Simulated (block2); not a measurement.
**GeH3Cl (chlorogermane): DMRG/STO-3G, part 1 of 2**

Aim: the vertical ionisation energy of GeH3Cl (chlorogermane) at DMRG/STO-3G, from 2 runs. Input form: a Python script.

The results are computed with block2 0.5.4.

3 further runs of the same task are left out: 3 set aside as unsound or not needed.

## 1. The system as given

GeH3Cl has 5 atoms, charge 0, and is taken as a singlet. As SMILES, `[Cl][GeH3]`. The coordinates come from a PBE0-D4/def2-TZVP relaxation.

Bond lengths: Cl1–Ge2 2.155 Å, Ge2–H3 1.532 Å, Ge2–H4 1.532 Å, Ge2–H5 1.532 Å. Angles: Cl1–Ge2–H3 107.1°, Cl1–Ge2–H4 107.1°, Cl1–Ge2–H5 107.1°, H3–Ge2–H4 111.7°, H3–Ge2–H5 111.7°, H4–Ge2–H5 111.7°.

## 2. The energy at DMRG/STO-3G

The input, job.py:

```python
import numpy as np
from pyscf import cc, dft, gto, mcscf, mp, scf
from pyblock2._pyscf.ao2mo import integrals as itg
from pyblock2.driver.core import DMRGDriver, SymmetryTypes
from scipy.stats import linregress

mol = gto.M(atom=[
    ("Cl", (-1.875800, -0.025100, 0.641300)),
    ("Ge", (0.161800, -0.013900, -0.060600)),
    ("H", (0.160400, 0.656200, -1.438100)),
    ("H", (0.619000, -1.473700, -0.140600)),
    ("H", (0.984500, 0.782900, 0.956700)),
], basis="sto-3g", charge=0, verbose=3, max_memory=2000)
print("nao = %d" % (mol.nao))
mf = scf.RHF(mol)
mf.conv_tol = 1e-10
mf.max_cycle = 200
mf.kernel()
if not mf.converged:
    mf = mf.newton().run(mf.mo_coeff, mf.mo_occ)
print("E(HF) = %.10f" % (mf.e_tot))
# single-reference ladder for comparison
ref = mf
pt = mp.MP2(ref, frozen=14).run()
mycc = cc.CCSD(ref, frozen=14)
mycc.max_cycle = 150
mycc.kernel()
print(f"E(MP2) = {pt.e_tot:.10f}")
if mycc.converged:
    print(f"E(CCSD) = {mycc.e_tot:.10f}")
    print(f"CCSD(T) total energy = {mycc.e_tot + mycc.ccsd_t():.10f}")
    print(f"T1 diagnostic = {mycc.get_t1_diagnostic():.4f}")
# a few density functionals on the same geometry and basis
ks = dft.RKS(mol, xc="m06l").set(conv_tol=1e-9, verbose=3).run()
if ks.converged:
    print("E(M06-L) = %.8f" % (ks.e_tot))
ks = dft.RKS(mol, xc="r2scan").set(conv_tol=1e-9, verbose=3).run()
if ks.converged:
    print(f"E(r2SCAN) = {ks.e_tot:.8f}")
ks = dft.RKS(mol, xc="blyp").set(conv_tol=1e-9, verbose=3).run()
if ks.converged:
    print("E(BLYP) = %.8f" % (ks.e_tot))
# rotate to MP2 natural orbitals
occ_no, mo = mcscf.addons.make_natural_orbitals(mp.MP2(mf, frozen=14).run())
mf.mo_coeff = mo
ncas, n_elec, spin, ecore, h1e, g2e, orb_sym = itg.get_rhf_integrals(mf, ncore=14, ncas=16, pg_symm=False, g2e_symm=8)
drv = DMRGDriver(scratch="./tmp", symm_type=SymmetryTypes.SU2, stack_mem=1500 << 20, n_threads=1)
drv.initialize_system(n_sites=ncas, n_elec=n_elec, spin=spin, orb_sym=orb_sym)
mpo = drv.get_qc_mpo(h1e=h1e, g2e=g2e, ecore=ecore, iprint=0)
occs = np.array([1.8] * 12 + [0.2] * 4)
mps = drv.get_random_mps(tag="GS", bond_dim=150, nroots=1, occs=occs)
bond_dims = [150] * 3 + [200] * 4
noises = [0.0001] * 3 + [1e-05] * 4 + [0]
thrds = [1e-07] * 7
e = drv.dmrg(mpo, mps, n_sweeps=13, tol=1e-06, bond_dims=bond_dims, noises=noises, thrds=thrds, iprint=2)
ms, dws, es = drv.get_dmrg_results()
print("discarded weight = %.3e" % (dws[-1]))
print(f"E(final) = {e:.10f}")
csf, coef = drv.get_csf_coefficients(mps, cutoff=0.05, iprint=1)
print(f"c0^2 = {np.max(np.abs(coef)) ** 2:.4f}")
# reverse schedule: lower the bond dimension without noise and extrapolate in the discarded weight
mps = drv.adjust_mps(mps, dot=2)[0]
back = [180, 150, 120, 90]
drv.dmrg(mpo, mps, n_sweeps=4 * len(back), tol=0, bond_dims=[m for m in back for _ in range(4)], noises=[0] * (4 * len(back)), thrds=[1e-9] * (4 * len(back)), iprint=1)
ms, dws, es = drv.get_dmrg_results()
ms, dws, es = ms[3::4], dws[3::4], np.array(es)[3::4, 0]
fit = linregress(dws, es)
print("M values =", np.round(ms, 1).tolist())
print("DW(M) =", np.round(dws, 12).tolist())
print("E(M) =", np.round(es, 9).tolist())
print("extrapolated energy = %.8f" % (fit.intercept))
print("error estimate = %.3e" % (abs(fit.intercept - es.min()) / 5))
```

Launch:

```sh
$ python job.py
```

What it wrote:

```text
nao = 30
converged SCF energy = -2508.13618237899
E(HF) = -2508.1361823790
E(RMP2) = -2508.1788365762  E_corr = -0.0426541972177631
E(SCS-RMP2) = -2508.1858837642  E_corr = -0.0497013852106942
E(CCSD) = -2508.198380501065  E_corr = -0.06219812207930575
E(MP2) = -2508.1788365762
E(CCSD) = -2508.1983805011
CCSD(T) correction = -0.00064348348593315
CCSD(T) total energy = -2508.1990239846
T1 diagnostic = 0.0041
converged SCF energy = -2510.14866317719
E(M06-L) = -2510.14866318
converged SCF energy = -2510.14801288958
E(r2SCAN) = -2510.14801289
converged SCF energy = -2509.9215657645
E(BLYP) = -2509.92156576
E(RMP2) = -2508.1788365762  E_corr = -0.0426541972177631
E(SCS-RMP2) = -2508.1858837642  E_corr = -0.0497013852106942
Environment initialization | Nsites =    16 | Center =     0
 INIT-R <-- Site =   13 ..  Bmem =   200 B Rmem =   200 B T = 0.00
 INIT-R <-- Site =   12 ..  Bmem = 5.56 KB Rmem = 3.04 KB T = 0.00
 INIT-R <-- Site =   11 ..  Bmem = 51.5 KB Rmem = 17.4 KB T = 0.00
 INIT-R <-- Site =   10 ..  Bmem =  247 KB Rmem = 63.0 KB T = 0.00
 INIT-R <-- Site =    9 ..  Bmem =  899 KB Rmem =  453 KB T = 0.01
 INIT-R <-- Site =    8 ..  Bmem = 6.20 MB Rmem = 1.92 MB T = 0.03
 INIT-R <-- Site =    7 ..  Bmem = 25.2 MB Rmem = 5.71 MB T = 0.08
 INIT-R <-- Site =    6 ..  Bmem = 71.0 MB Rmem = 8.64 MB T = 0.58
 INIT-R <-- Site =    5 ..  Bmem = 69.6 MB Rmem = 6.90 MB T = 0.18
 INIT-R <-- Site =    4 ..  Bmem = 54.0 MB Rmem = 5.48 MB T = 0.15
 INIT-R <-- Site =    3 ..  Bmem = 41.5 MB Rmem = 4.29 MB T = 0.11
 INIT-R <-- Site =    2 ..  Bmem = 31.6 MB Rmem = 3.21 MB T = 0.08
 INIT-R <-- Site =    1 ..  Bmem = 23.3 MB Rmem = 2.34 MB T = 0.05
 INIT-R <-- Site =    0 ..  Bmem = 13.9 MB Rmem = 1.39 MB T = 0.04
Time init sweep =        1.321 | MaxBmem = 71.0 MB | MaxRmem = 8.64 MB
 | Tread = 0.000 | Twrite = 0.043 | Tfpread = 0.000 | Tfpwrite = 0.042 | data = 40.4 MB | cpsd = 30.8 MB | Tasync = 0.000

Sweep =    0 | Direction =  forward | Bond dimension =  150 | Noise =  1.00e-04 | Dav threshold =  1.00e-07
 --> Site =    0-   1 .. Mmps =    2 Ndav =  29 E =  -2506.8773767786 Error = 0.00e+00 FLOPS = 6.23e+08 Tdav = 0.00 T = 0.01
 --> Site =    1-   2 .. Mmps =    6 Ndav =  20 E =  -2506.9583997971 Error = 0.00e+00 FLOPS = 1.23e+09 Tdav = 0.01 T = 0.04
 --> Site =    2-   3 .. Mmps =   12 Ndav =  34 E =  -2507.0723744186 Error = 0.00e+00 FLOPS = 1.23e+09 Tdav = 0.02 T = 0.06
 --> Site =    3-   4 .. Mmps =   20 Ndav =  32 E =  -2507.2188525450 Error = 0.00e+00 FLOPS = 1.50e+09 Tdav = 0.03 T = 0.09
 --> Site =    4-   5 .. Mmps =   29 Ndav =  21 E =  -2507.3057177312 Error = 3.13e-24 FLOPS = 1.81e+09 Tdav = 0.03 T = 0.12
 --> Site =    5-   6 .. Mmps =   60 Ndav =  23 E =  -2507.5121873924 Error = 1.81e-24 FLOPS = 2.21e+09 Tdav = 0.06 T = 0.19
 --> Site =    6-   7 .. Mmps =   76 Ndav =  15 E =  -2507.7247432687 Error = 4.24e-21 FLOPS = 2.40e+09 Tdav = 0.07 T = 0.26
 --> Site =    7-   8 .. Mmps =   91 Ndav =  15 E =  -2508.1043216414 Error = 1.45e-21 FLOPS = 2.64e+09 Tdav = 0.10 T = 0.71
 --> Site =    8-   9 .. Mmps =  113 Ndav =   8 E =  -2508.1588736391 Error = 3.29e-22 FLOPS = 3.00e+09 Tdav = 0.04 T = 0.51
 --> Site =    9-  10 .. Mmps =  130 Ndav =   6 E =  -2508.1624671948 Error = 1.03e-20 FLOPS = 3.12e+09 Tdav = 0.03 T = 0.16
 --> Site =   10-  11 .. Mmps =  148 Ndav =   6 E =  -2508.1725505461 Error = 4.88e-21 FLOPS = 3.09e+09 Tdav = 0.02 T = 0.15
 --> Site =   11-  12 .. Mmps =  150 Ndav =   6 E =  -2508.1886567759 Error = 1.03e-08 FLOPS = 3.62e+09 Tdav = 0.06 T = 0.19
 --> Site =   12-  13 .. Mmps =  150 Ndav =   6 E =  -2508.1976170829 Error = 8.77e-11 FLOPS = 2.62e+09 Tdav = 0.02 T = 0.14
 --> Site =   13-  14 .. Mmps =  107 Ndav =   3 E =  -2508.1976988198 Error = 8.30e-20 FLOPS = 1.73e+09 Tdav = 0.00 T = 0.08
 --> Site =   14-  15 .. Mmps =   43 Ndav =   1 E =  -2508.1976988198 Error = 3.92e-20 FLOPS = 8.04e+08 Tdav = 0.00 T = 0.01
Time elapsed =      2.724 | E =   -2508.1976988198 | DW = 1.03434e-08
Time sweep =        2.724 | 1.20 GFLOP/SWP
 | Dmem = 8.70 MB (0%) | Imem = 38.0 KB (96%) | Hmem = 95.7 MB | Wmem = 29.4 KB | Pmem = 303 KB
 | Tread = 0.070 | Twrite = 0.026 | Tfpread = 0.068 | Tfpwrite = 0.024 | Tmporead = 0.000
 | data = 25.0 MB | cpsd = 19.8 MB | Tasync = 0.000
 | Trot = 0.163 | Tctr = 0.001 | Tint = 0.001 | Tmid = 0.000 | Tdctr = 0.030 | Tdiag = 0.006 | Tinfo = 0.015
 | Teff = 1.885 | Tprt = 0.038 | Teig = 0.514 | Tblk = 2.512 | Tmve = 0.211 | Tdm = 0.003 | Tsplt = 0.021 | Tsvd = 0.000 | Torth = 0.000

[... 3 lines left out ...]
 <-- Site =   12-  13 .. Mmps =   34 Ndav =   3 E =  -2508.1977269790 Error = 0.00e+00 FLOPS = 2.72e+09 Tdav = 0.01 T = 0.08
[... 2 lines left out ...]
 <-- Site =    9-  10 .. Mmps =  150 Ndav =   5 E =  -2508.1990998437 Error = 4.54e-07 FLOPS = 4.80e+09 Tdav = 0.48 T = 0.77
[... 2 lines left out ...]
 <-- Site =    6-   7 .. Mmps =  150 Ndav =   3 E =  -2508.1991687696 Error = 2.24e-09 FLOPS = 4.24e+09 Tdav = 0.10 T = 0.40
[... 2 lines left out ...]
 <-- Site =    3-   4 .. Mmps =  150 Ndav =   2 E =  -2508.1991866808 Error = 2.01e-13 FLOPS = 2.84e+09 Tdav = 0.01 T = 0.14
[... 2 lines left out ...]
 <-- Site =    0-   1 .. Mmps =   17 Ndav =   3 E =  -2508.1992066272 Error = 3.53e-20 FLOPS = 4.58e+08 Tdav = 0.00 T = 0.01
[... 11 lines left out ...]
 --> Site =    2-   3 .. Mmps =   31 Ndav =   2 E =  -2508.1992073547 Error = 0.00e+00 FLOPS = 2.43e+09 Tdav = 0.01 T = 0.06
[... 2 lines left out ...]
 --> Site =    5-   6 .. Mmps =  150 Ndav =   2 E =  -2508.1992076566 Error = 3.26e-11 FLOPS = 4.08e+09 Tdav = 0.05 T = 0.35
[... 2 lines left out ...]
 --> Site =    8-   9 .. Mmps =  150 Ndav =   2 E =  -2508.1992086892 Error = 4.26e-08 FLOPS = 4.71e+09 Tdav = 0.23 T = 1.43
[... 2 lines left out ...]
 --> Site =   11-  12 .. Mmps =  150 Ndav =   3 E =  -2508.1992520827 Error = 5.45e-07 FLOPS = 4.22e+09 Tdav = 0.06 T = 0.22
[... 2 lines left out ...]
 --> Site =   14-  15 .. Mmps =   51 Ndav =   1 E =  -2508.1992524754 Error = 3.28e-20 FLOPS = 8.15e+08 Tdav = 0.00 T = 0.02
[... 11 lines left out ...]
 <-- Site =   12-  13 .. Mmps =   35 Ndav =   1 E =  -2508.1992524754 Error = 0.00e+00 FLOPS = 2.83e+09 Tdav = 0.00 T = 0.06
[... 2 lines left out ...]
 <-- Site =    9-  10 .. Mmps =  200 Ndav =   3 E =  -2508.1992657033 Error = 2.00e-07 FLOPS = 4.87e+09 Tdav = 0.63 T = 1.13
[... 2 lines left out ...]
 <-- Site =    6-   7 .. Mmps =  200 Ndav =   2 E =  -2508.1992662231 Error = 5.78e-10 FLOPS = 4.61e+09 Tdav = 0.24 T = 0.91
[... 2 lines left out ...]
 <-- Site =    3-   4 .. Mmps =  200 Ndav =   1 E =  -2508.1992662430 Error = 5.39e-14 FLOPS = 3.32e+09 Tdav = 0.01 T = 0.24
[... 2 lines left out ...]
 <-- Site =    0-   1 .. Mmps =   15 Ndav =   1 E =  -2508.1992662430 Error = 4.78e-20 FLOPS = 5.25e+08 Tdav = 0.00 T = 0.01
[... 11 lines left out ...]
 --> Site =    2-   3 .. Mmps =   31 Ndav =   1 E =  -2508.1992662430 Error = 0.00e+00 FLOPS = 2.41e+09 Tdav = 0.01 T = 0.10
[... 2 lines left out ...]
 --> Site =    5-   6 .. Mmps =  200 Ndav =   1 E =  -2508.1992662430 Error = 2.11e-13 FLOPS = 4.42e+09 Tdav = 0.06 T = 0.48
[... 2 lines left out ...]
 --> Site =    8-   9 .. Mmps =  200 Ndav =   2 E =  -2508.1992663752 Error = 1.84e-08 FLOPS = 4.93e+09 Tdav = 0.58 T = 2.53
[... 2 lines left out ...]
 --> Site =   11-  12 .. Mmps =  200 Ndav =   2 E =  -2508.1992668880 Error = 1.71e-08 FLOPS = 4.21e+09 Tdav = 0.06 T = 0.33
[... 2 lines left out ...]
 --> Site =   14-  15 .. Mmps =   55 Ndav =   1 E =  -2508.1992668880 Error = 2.80e-20 FLOPS = 8.80e+08 Tdav = 0.00 T = 0.02
[... 11 lines left out ...]
 <-- Site =   12-  13 .. Mmps =   35 Ndav =   1 E =  -2508.1992668880 Error = 0.00e+00 FLOPS = 2.64e+09 Tdav = 0.01 T = 0.10
[... 2 lines left out ...]
 <-- Site =    9-  10 .. Mmps =  200 Ndav =   2 E =  -2508.1992672434 Error = 2.25e-07 FLOPS = 4.88e+09 Tdav = 0.58 T = 1.20
[... 2 lines left out ...]
 <-- Site =    6-   7 .. Mmps =  200 Ndav =   1 E =  -2508.1992665680 Error = 4.37e-10 FLOPS = 4.62e+09 Tdav = 0.14 T = 0.90
[... 2 lines left out ...]
 <-- Site =    3-   4 .. Mmps =  200 Ndav =   1 E =  -2508.1992665678 Error = 5.69e-14 FLOPS = 3.34e+09 Tdav = 0.01 T = 0.24
[... 2 lines left out ...]
 <-- Site =    0-   1 .. Mmps =   14 Ndav =   1 E =  -2508.1992665678 Error = 3.55e-20 FLOPS = 5.63e+08 Tdav = 0.00 T = 0.01
[... 11 lines left out ...]
 --> Site =    2-   3 .. Mmps =   31 Ndav =   1 E =  -2508.1992665678 Error = 0.00e+00 FLOPS = 2.36e+09 Tdav = 0.01 T = 0.10
[... 2 lines left out ...]
 --> Site =    5-   6 .. Mmps =  200 Ndav =   1 E =  -2508.1992665678 Error = 2.22e-13 FLOPS = 4.41e+09 Tdav = 0.06 T = 0.48
[... 2 lines left out ...]
 --> Site =    8-   9 .. Mmps =  200 Ndav =   2 E =  -2508.1992667015 Error = 2.06e-08 FLOPS = 4.94e+09 Tdav = 0.59 T = 2.56
 --> Site =    9-  10 .. Mmps =  200 Ndav =   2 E =  -2508.1992672520 Error = 1.39e-07 FLOPS = 4.88e+09 Tdav = 0.57 T = 1.34
 --> Site =   10-  11 .. Mmps =  200 Ndav =   3 E =  -2508.1992689152 Error = 6.14e-07 FLOPS = 4.88e+09 Tdav = 0.45 T = 0.95
 --> Site =   11-  12 .. Mmps =  200 Ndav =   1 E =  -2508.1992669190 Error = 1.72e-08 FLOPS = 4.18e+09 Tdav = 0.03 T = 0.30
 --> Site =   12-  13 .. Mmps =  200 Ndav =   1 E =  -2508.1992669190 Error = 1.02e-10 FLOPS = 2.86e+09 Tdav = 0.01 T = 0.16
 --> Site =   13-  14 .. Mmps =  119 Ndav =   1 E =  -2508.1992669190 Error = 1.22e-19 FLOPS = 1.55e+09 Tdav = 0.00 T = 0.13
 --> Site =   14-  15 .. Mmps =   54 Ndav =   1 E =  -2508.1992669190 Error = 2.39e-20 FLOPS = 9.38e+08 Tdav = 0.00 T = 0.02
[... 8 lines left out ...]
Sweep =    7 | Direction = backward | Bond dimension =  200 | Noise =  0.00e+00 | Dav threshold =  1.00e-07
 <-- Site =   14-  15 .. Mmps =    3 Ndav =   1 E =  -2508.1992669190 Error = 0.00e+00 FLOPS = 7.98e+08 Tdav = 0.00 T = 0.00
 <-- Site =   13-  14 .. Mmps =   10 Ndav =   1 E =  -2508.1992669190 Error = 0.00e+00 FLOPS = 1.67e+09 Tdav = 0.00 T = 0.07
 <-- Site =   12-  13 .. Mmps =   35 Ndav =   1 E =  -2508.1992669190 Error = 0.00e+00 FLOPS = 2.65e+09 Tdav = 0.01 T = 0.10
 <-- Site =   11-  12 .. Mmps =  126 Ndav =   1 E =  -2508.1992669190 Error = 0.00e+00 FLOPS = 4.01e+09 Tdav = 0.03 T = 0.19
 <-- Site =   10-  11 .. Mmps =  200 Ndav =   3 E =  -2508.1992689154 Error = 5.75e-07 FLOPS = 4.85e+09 Tdav = 0.45 T = 0.72
 <-- Site =    9-  10 .. Mmps =  200 Ndav =   2 E =  -2508.1992674247 Error = 1.33e-07 FLOPS = 4.84e+09 Tdav = 0.59 T = 1.06
 <-- Site =    8-   9 .. Mmps =  200 Ndav =   2 E =  -2508.1992670513 Error = 2.27e-08 FLOPS = 4.91e+09 Tdav = 0.63 T = 2.37
 <-- Site =    7-   8 .. Mmps =  200 Ndav =   1 E =  -2508.1992669665 Error = 1.39e-18 FLOPS = 4.86e+09 Tdav = 0.34 T = 2.16
 <-- Site =    6-   7 .. Mmps =  195 Ndav =   1 E =  -2508.1992669665 Error = 8.25e-20 FLOPS = 4.75e+09 Tdav = 0.19 T = 0.88
 <-- Site =    5-   6 .. Mmps =  164 Ndav =   1 E =  -2508.1992669665 Error = 6.78e-20 FLOPS = 4.55e+09 Tdav = 0.09 T = 0.60
 <-- Site =    4-   5 .. Mmps =  118 Ndav =   1 E =  -2508.1992669665 Error = 5.72e-20 FLOPS = 4.13e+09 Tdav = 0.03 T = 0.29
 <-- Site =    3-   4 .. Mmps =   78 Ndav =   1 E =  -2508.1992669665 Error = 4.42e-20 FLOPS = 3.39e+09 Tdav = 0.01 T = 0.12
 <-- Site =    2-   3 .. Mmps =   32 Ndav =   1 E =  -2508.1992669665 Error = 3.67e-20 FLOPS = 2.43e+09 Tdav = 0.00 T = 0.04
 <-- Site =    1-   2 .. Mmps =   11 Ndav =   1 E =  -2508.1992669665 Error = 1.09e-20 FLOPS = 6.49e+08 Tdav = 0.00 T = 0.01
 <-- Site =    0-   1 .. Mmps =    3 Ndav =   1 E =  -2508.1992669665 Error = 1.11e-20 FLOPS = 2.88e+07 Tdav = 0.00 T = 0.00
Time elapsed =     59.352 | E =   -2508.1992689154 | DE = -1.94e-10 | DW = 5.74813e-07
Time sweep =        8.619 | 10.6 GFLOP/SWP
 | Dmem = 15.5 MB (4%) | Imem = 83.4 KB (96%) | Hmem = 329 MB | Wmem = 326 KB | Pmem = 0 B
 | Tread = 0.086 | Twrite = 0.064 | Tfpread = 0.085 | Tfpwrite = 0.062 | Tmporead = 0.000
 | data = 63.0 MB | cpsd = 48.9 MB | Tasync = 0.000
 | Trot = 0.706 | Tctr = 0.000 | Tint = 0.001 | Tmid = 0.000 | Tdctr = 0.002 | Tdiag = 0.020 | Tinfo = 0.011
 | Teff = 5.234 | Tprt = 0.000 | Teig = 2.375 | Tblk = 7.824 | Tmve = 0.793 | Tdm = 0.004 | Tsplt = 0.057 | Tsvd = 0.000 | Torth = 0.000

discarded weight = 5.748e-07
E(final) = -2508.1992689154
DTRIE T =      0.002
Number of CSF =          5 (cutoff =      0.05)
Sum of weights of included CSF =    0.963776331865477

CSF          0 2222222222220000  =   -0.974649682089654
CSF          1 2222222220220002  =    0.061468908780965
CSF          2 2222222222200200  =    0.061357032340806
CSF          3 2222222222020020  =    0.061344177370438
CSF          4 22222222+-22+00-  =   -0.050280302369458
c0^2 = 0.9499

Sweep =    0 | Direction =  forward | Bond dimension =  180 | Noise =  0.00e+00 | Dav threshold =  1.00e-09
Time elapsed =      9.330 | E =   -2508.1992682441 | DW = 1.02240e-06

Sweep =    1 | Direction = backward | Bond dimension =  180 | Noise =  0.00e+00 | Dav threshold =  1.00e-09
Time elapsed =     17.876 | E =   -2508.1992682443 | DE = -1.58e-10 | DW = 1.02320e-06

Sweep =    2 | Direction =  forward | Bond dimension =  180 | Noise =  0.00e+00 | Dav threshold =  1.00e-09
Time elapsed =     26.251 | E =   -2508.1992682399 | DE = 4.36e-09 | DW = 9.97072e-07

Sweep =    3 | Direction = backward | Bond dimension =  180 | Noise =  0.00e+00 | Dav threshold =  1.00e-09
Time elapsed =     34.529 | E =   -2508.1992682399 | DE = 3.18e-12 | DW = 9.97050e-07

Sweep =    4 | Direction =  forward | Bond dimension =  150 | Noise =  0.00e+00 | Dav threshold =  1.00e-09
Time elapsed =     41.582 | E =   -2508.1992663175 | DE = 1.92e-06 | DW = 2.65339e-06

Sweep =    5 | Direction = backward | Bond dimension =  150 | Noise =  0.00e+00 | Dav threshold =  1.00e-09
Time elapsed =     48.004 | E =   -2508.1992663178 | DE = -2.58e-10 | DW = 2.65547e-06

Sweep =    6 | Direction =  forward | Bond dimension =  150 | Noise =  0.00e+00 | Dav threshold =  1.00e-09
Time elapsed =     54.089 | E =   -2508.1992660541 | DE = 2.64e-07 | DW = 2.44356e-06

Sweep =    7 | Direction = backward | Bond dimension =  150 | Noise =  0.00e+00 | Dav threshold =  1.00e-09
Time elapsed =     60.205 | E =   -2508.1992660541 | DE = 4.55e-13 | DW = 2.44353e-06

Sweep =    8 | Direction =  forward | Bond dimension =  120 | Noise =  0.00e+00 | Dav threshold =  1.00e-09
Time elapsed =     65.231 | E =   -2508.1992616803 | DE = 4.37e-06 | DW = 6.47565e-06

Sweep =    9 | Direction = backward | Bond dimension =  120 | Noise =  0.00e+00 | Dav threshold =  1.00e-09
Time elapsed =     69.698 | E =   -2508.1992613091 | DE = 3.71e-07 | DW = 6.37865e-06

Sweep =   10 | Direction =  forward | Bond dimension =  120 | Noise =  0.00e+00 | Dav threshold =  1.00e-09
Time elapsed =     74.070 | E =   -2508.1992607976 | DE = 5.12e-07 | DW = 5.98538e-06

Sweep =   11 | Direction = backward | Bond dimension =  120 | Noise =  0.00e+00 | Dav threshold =  1.00e-09
Time elapsed =     78.476 | E =   -2508.1992607954 | DE = 2.20e-09 | DW = 5.98468e-06

Sweep =   12 | Direction =  forward | Bond dimension =   90 | Noise =  0.00e+00 | Dav threshold =  1.00e-09
Time elapsed =     81.904 | E =   -2508.1992497568 | DE = 1.10e-05 | DW = 1.66644e-05

Sweep =   13 | Direction = backward | Bond dimension =   90 | Noise =  0.00e+00 | Dav threshold =  1.00e-09
Time elapsed =     84.693 | E =   -2508.1992396766 | DE = 1.01e-05 | DW = 1.45513e-05

Sweep =   14 | Direction =  forward | Bond dimension =   90 | Noise =  0.00e+00 | Dav threshold =  1.00e-09
Time elapsed =     87.465 | E =   -2508.1992368314 | DE = 2.85e-06 | DW = 1.30936e-05

Sweep =   15 | Direction = backward | Bond dimension =   90 | Noise =  0.00e+00 | Dav threshold =  1.00e-09
Time elapsed =     90.217 | E =   -2508.1992368120 | DE = 1.94e-08 | DW = 1.30865e-05

M values = [180, 150, 120, 90]
DW(M) = [9.9705e-07, 2.443529e-06, 5.984677e-06, 1.3086518e-05]
E(M) = [-2508.19926824, -2508.199266054, -2508.199260795, -2508.199236812]
extrapolated energy = -2508.19927280
error estimate = 9.124e-07
```

It took 2.7 min on 1 thread of Arm Neoverse V2, shared host; peak memory 0.64 GiB.

(Continued in part 2 of 2.)
